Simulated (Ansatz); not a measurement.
# Ti: response to strain

Aim: deform Ti (zz strain of -3 %) and compute stress, forces and field gradients with LAPW, PAW and all-electron datasets made for the crystal.

Computed with Ansatz 0.2.0 (DFT PBEsol, scalar-relativistic, unless a step's input says otherwise).

**1. The structure to begin with**

The structure is hexagonal, space group P6_3/mmc (No. 194). The conventional cell has a = 2.950 Å, b = 2.950 Å, c = 4.686 Å, α = 90.00°, β = 90.00°, γ = 120.00°. Ti (site symmetry -6m2) has 12 Ti at 2.90 to 2.95 Å as nearest neighbours.

As a file:

```
Ti
1.0
     2.95000    0.00000    0.00000
    -1.47500    2.55477    0.00000
     0.00000    0.00000    4.68600
Ti
2
Direct
  0.33333 0.66667 0.25000
  0.66667 0.33333 0.75000
```

Atoms are numbered in the order of the input: Ti1, Ti2.

**2. After the deformation**

Space group P6_3/mmc before, P6_3/mmc after.

**3. LAPW, all electrons**

Input file input.yaml:

```yaml
crystal:
  lattice:
    - [2.9499978604, 0.0, 0.0]
    - [-1.4749989302, 2.5547730882, 0.0]
    - [0.0, 0.0, 4.54542]
  atoms:
    - { symbol: Ti, position: [0.3333333333, 0.6666666667, 0.25] }
    - { symbol: Ti, position: [0.6666666667, 0.3333333333, 0.75] }
kpoints:
  mp_grid: { grid: [13, 13, 7] }
  band_path:
    path:
      - [0.0, 0.0, 0.0]
      - [0.5, 0.0, 0.0]
      - [0.3333333333, 0.3333333333, 0.0]
      - [0.0, 0.0, 0.0]
      - [0.0, 0.0, 0.5]
      - [0.5, 0.0, 0.5]
      - [0.3333333333, 0.3333333333, 0.5]
      - [0.0, 0.0, 0.5]
      - [0.5, 0.0, 0.5]
    npoints: 5
scf:
  occupations: { method: fermi_dirac, width: 0.08 }
hamiltonian:
  xc: pbesol
  pseudopotentials: { kind: all_electron, lapw: { basis_error: 0.0005 } }
output:
  forces: true
  stress: true
  eigenvalues: true
```

On the command line:

```
ansatz run input.yaml --threads 1 --pin off --max-ram 3072MiB --backend cpu --events-out ev --progress --plain --runs-dir out
```

**4. PAW with frozen cores**

Input file input.yaml:

```yaml
crystal:
  lattice:
    - [2.9499978604, 0.0, 0.0]
    - [-1.4749989302, 2.5547730882, 0.0]
    - [0.0, 0.0, 4.54542]
  atoms:
    - { symbol: Ti, position: [0.3333333333, 0.6666666667, 0.25] }
    - { symbol: Ti, position: [0.6666666667, 0.3333333333, 0.75] }
kpoints:
  mp_grid: { grid: [13, 13, 7] }
scf:
  occupations: { method: fermi_dirac, width: 0.08 }
hamiltonian:
  xc: pbesol
  pseudopotentials: { kind: paw }
output:
  forces: true
  stress: true
  eigenvalues: true
  efg: { contact_densities: true }
```

**5. Datasets made for this crystal**

Changes to input.yaml since step 4:

```diff
@@ -14,3 +14,3 @@
   xc: pbesol
-  pseudopotentials: { kind: paw }
+  pseudopotentials: { kind: all_electron, datasets: crystal }
 output:
```

(Steps that only read results are left out.)

What does the calculation give? Wanted: pressure; largest shear or deviatoric stress.

**Answer**, as computed:

| quantity | value |
| --- | --- |
| pressure | LAPW -2.57, PAW -2.56, crystal datasets -2.57 GPa |
| largest shear or deviatoric stress (LAPW) | 1.94 GPa |

In words: The largest part of the stress beyond the pressure is 1.94 GPa in size, in the zz component; the atoms are carried along and not relaxed. No run of the undeformed cell stands beside it, so the pressure holds what the given cell had before the change. PAW: stress within 0.01 GPa of LAPW. Crystal datasets: stress within 0.01 GPa of LAPW.
